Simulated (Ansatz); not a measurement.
# Ta2Co: the cost of one run

Method: DFT r2SCAN, scalar-relativistic, plane waves, PAW, in Ansatz 0.2.0.

1 further run of the same task is left out (it didn't finish).

## Step 1: The structure to begin with

The structure is cubic, space group Fd-3m (No. 227). Conventional cell: a = 7.176 Å, b = 7.176 Å, c = 7.176 Å, α = 90.00°, β = 90.00°, γ = 90.00°. Ta (site symmetry -3m) is surrounded by 6 Ta at 2.54 Å. Co (site symmetry -43m) has 12 Ta at 2.98 Å and 4 Co at 3.11 Å as nearest neighbours.

Coordinates:

```cif
data_structure
_symmetry_space_group_name_H-M 'P 1'
_symmetry_Int_Tables_number 1
_cell_length_a 5.0746
_cell_length_b 5.0746
_cell_length_c 5.0746
_cell_angle_alpha 60.000
_cell_angle_beta 60.000
_cell_angle_gamma 60.000
_cell_volume 92.40
loop_
_atom_site_label
_atom_site_type_symbol
_atom_site_fract_x
_atom_site_fract_y
_atom_site_fract_z
_atom_site_occupancy
Ta1 Ta 0.62500 0.62500 0.62500 1
Ta2 Ta 0.12500 0.62500 0.62500 1
Ta3 Ta 0.62500 0.62500 0.12500 1
Ta4 Ta 0.62500 0.12500 0.62500 1
Co1 Co 0.00000 0.00000 0.00000 1
Co2 Co 0.25000 0.25000 0.25000 1
```

(A quick probe on a coarse mesh, which set the mesh and smearing, is not shown.)

## Step 3: Rough relaxation on the coarse mesh

Contents of input.yaml:

```yaml
crystal:
  lattice:
    - [0.0, 3.5882497882, 3.5882497882]
    - [3.5882497882, 0.0, 3.5882497882]
    - [3.5882497882, 3.5882497882, 0.0]
  atoms:
    - { symbol: Ta, position: [0.625, 0.625, 0.625], spin: -0.12 }
    - { symbol: Ta, position: [0.125, 0.625, 0.625], spin: -0.12 }
    - { symbol: Ta, position: [0.625, 0.625, 0.125], spin: -0.12 }
    - { symbol: Ta, position: [0.625, 0.125, 0.625], spin: -0.12 }
    - { symbol: Co, position: [0.0, 0.0, 0.0], spin: 1.79 }
    - { symbol: Co, position: [0.25, 0.25, 0.25], spin: 1.79 }
basis:
  ecutwfc: 500
kpoints:
  mp_grid: { grid: [4, 4, 4] }
hamiltonian:
  xc: r2scan
scf:
  occupations: { method: gaussian, width: 0.1 }
  lower_state_search: "off"
output:
  forces: true
  stress: true
  eigenvalues: true
  populations: true
magnetization:
  spin_polarized: true
relax:
  adjacent_minimum: "off"
  f_tol: 0.04
  max_steps: 70
  cell: { stress_tol: 0.4 }
```

The run is started by

```bash
ansatz run input.yaml --threads 1 --pin off --max-ram 2560MiB --backend cpu --events-out ev --progress --plain --runs-dir out
```

Q: Estimate wall time and peak memory on 1 thread of Arm Neoverse V1, shared host.

About 1.7 min, with a peak of 0.72 GiB.
